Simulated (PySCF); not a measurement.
# C5H4F3O2: the cost of one run

The runs use PySCF 2.14.0, with density-fitted response routines of our own; the level of theory stands in each step. All values are computed, except where a source is named. Atoms count from 0, in the outputs and in this text.

### Step 1. The molecule as given

14 atoms, charge -1, multiplicity 1; geometry from: GFN2-xTB. The atoms were then displaced at random by about 0.01 Å, so the start is not that level's minimum.

Bonds of the start (Å): O0–C1 1.25, C1–O2 1.24, C1–C3 1.53, C3–C4 1.35, C4–C5 1.52, C5–C6 1.50, C6–F7 1.34, C6–F8 1.36, C6–F9 1.37, C3–H10 1.09, C4–H11 1.07, C5–H12 1.11, C5–H13 1.10.

### Step 2. Optimising the geometry at PBE0-D3(BJ)/def2-SVP

The job: settings as JSON, then the geometry in Å.

```
{"job": {"xc": "PBE0", "basis": "def2-SVP", "d3": "d3bj", "grid": 1, "shake": 0.01, "kind": "geom"}, "charge": -1, "multiplicity": 1}
O      3.515280     0.466050     1.370120
C      2.744650    -0.143740     0.601830
O      2.944190    -1.174320    -0.049710
C      1.359960     0.489830     0.430330
C      0.393000    -0.070410    -0.331880
C     -0.984730     0.516050    -0.562810
C     -2.058200    -0.437400    -0.112310
F     -2.047230    -1.605280    -0.765350
F     -2.037350    -0.713590     1.215450
F     -3.313870     0.077370    -0.322560
H      1.152950     1.414330     0.975930
H      0.625170    -0.991510    -0.822640
H     -1.174600     0.711390    -1.635400
H     -1.126380     1.446140     0.001230
```

Command:

```console
> OMP_NUM_THREADS=1 python probes_run.py task.json out
```

The driver reads the jobs from task.json and runs them one after another.

**Question.** How long does this first job take on 1 thread of Intel Xeon at 2.80GHz, shared host, and how much memory does it need?

About 2.3 min, with a peak of 0.62 GiB.
